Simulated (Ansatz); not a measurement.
This script makes the interaction energy of a dimer with the counterpoise correction of Cl2H2Si, SMILES Cl[SiH2]Cl with Ansatz's Python interface.

`dimer_cl2h2si.py`:
```python
"""Binding of a Cl2H2Si dimer at a trial geometry."""

import ansatz as az

FIRST = [
    ("Cl", (-1.0665, -0.3453, 1.5964)),
    ("Si", (0.1266, -0.0651, -0.0187)),
    ("Cl", (-0.8557, 1.2299, -1.2969)),
    ("H", (0.3879, -1.3596, -0.7001)),
    ("H", (1.4077, 0.5403, 0.4194)),
]
SECOND = [
    ("Cl", (3.293, -4.0059, 1.5588)),
    ("Si", (1.56, -3.569, 0.6016)),
    ("Cl", (0.1619, -4.9793, 1.1777)),
    ("H", (1.7567, -3.6124, -0.8707)),
    ("H", (1.1043, -2.2176, 1.0086)),
]

def energy(atoms, ghosts=()):
    molecule = az.Crystal.molecule()
    for symbol, xyz in atoms:
        molecule = molecule.atom(symbol, xyz)
    calc = (
        molecule.calculation()
        .basis(gaussian="cc-pVDZ")
        .functional("HF")
    )
    deck = calc.input()
    if ghosts:
        deck = deck.set(az.key.basis.gaussian.ghost_atoms, [{"symbol": s, "position_ang": list(xyz)} for s, xyz in ghosts])
    return az.Session.from_dict(deck).plan().execute().report["free_energy_ev"]

# monomers in their own basis and in the basis of the dimer
both = energy(FIRST + SECOND)
alone = energy(FIRST) + energy(SECOND)
ghosted = energy(FIRST, SECOND) + energy(SECOND, FIRST)
print(f"dimer {both:.6f} eV")
print(f"interaction, uncorrected   {23.060548 * (both - alone):8.3f} kcal/mol")
print(f"interaction, counterpoise  {23.060548 * (both - ghosted):8.3f} kcal/mol")
print(f"basis-set superposition    {23.060548 * (alone - ghosted):8.3f} kcal/mol")
```

How large is the interaction at this pose, and how much of it is basis-set superposition?

Uncorrected it is 7.378 kcal/mol, with the counterpoise correction 7.790 kcal/mol; the difference, 0.41 kcal/mol, is the superposition error. In this basis both values are repulsive.

What the script printed:

Running `python dimer_cl2h2si.py` prints:
```text
dimer -65807.687770 eV
interaction, uncorrected      7.378 kcal/mol
interaction, counterpoise     7.790 kcal/mol
basis-set superposition       0.412 kcal/mol
```

Total energies depend on the basis set; only differences at equal settings carry meaning. The dimer is a generated trial pose of unrelaxed monomers, not a minimum, so the figure is no binding energy, and the basis set is small. Hartree-Fock leaves correlation out, so bond, atomisation and ionisation energies come out well too low. This level lacks the dispersion part of the attraction (electrostatics and induction are there), which can decide the sign where the interaction is weak. Wall time of the script: 6.2 s on 1 thread of Intel(R) Xeon(R) Processor @ 2.30GHz, on a shared host, peak memory 0.44 GiB.
